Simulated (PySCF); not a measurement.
# CH6Ge2O: the cost of one run

Computed with PySCF 2.14.0, with density-fitted response routines of our own, on a single molecule in the gas phase. Atoms are numbered from 0 throughout.

### Step 1. Starting geometry

10 atoms, charge 0, multiplicity 1; geometry from: PBE0-D3(BJ)/def2-SVP.

Bonds of the start (Å): O0–C1 1.20, C1–Ge2 2.02, C1–Ge3 2.02, Ge2–H4 1.53, Ge2–H5 1.54, Ge2–H6 1.54, Ge3–H7 1.54, Ge3–H8 1.54, Ge3–H9 1.53.

### Step 2. Ultraviolet spectrum: B3LYP/def2-SVPD

Job settings and geometry (Å):

```
{"job": {"kind": "uv", "xc": "B3LYP", "basis": "def2-SVPD", "ip": true}, "charge": 0, "multiplicity": 1}
O      0.219962     2.249687    -0.204284
C      0.162376     1.048432    -0.199867
Ge    -1.607330     0.113809    -0.483555
Ge     1.839598    -0.044621     0.086198
H     -2.713557     1.159454    -0.679618
H     -1.488832    -0.799262    -1.719006
H     -1.898334    -0.769065     0.745347
H      2.107001    -0.873069    -1.185120
H      1.608589    -1.017020     1.259529
H      3.014361     0.898117     0.378215
```

Method: TDDFT B3LYP/def2-SVPD, vertical, gas phase, core orbitals frozen in the response.

Command:

```sh
$ OMP_NUM_THREADS=1 python probes_run.py task.json out
```

The driver reads the jobs from task.json and runs them one after another.

Q: Estimate the wall time and peak memory of this first job on 1 thread of Arm Neoverse V1, shared host.

About 48 s, with a peak of 0.76 GiB.
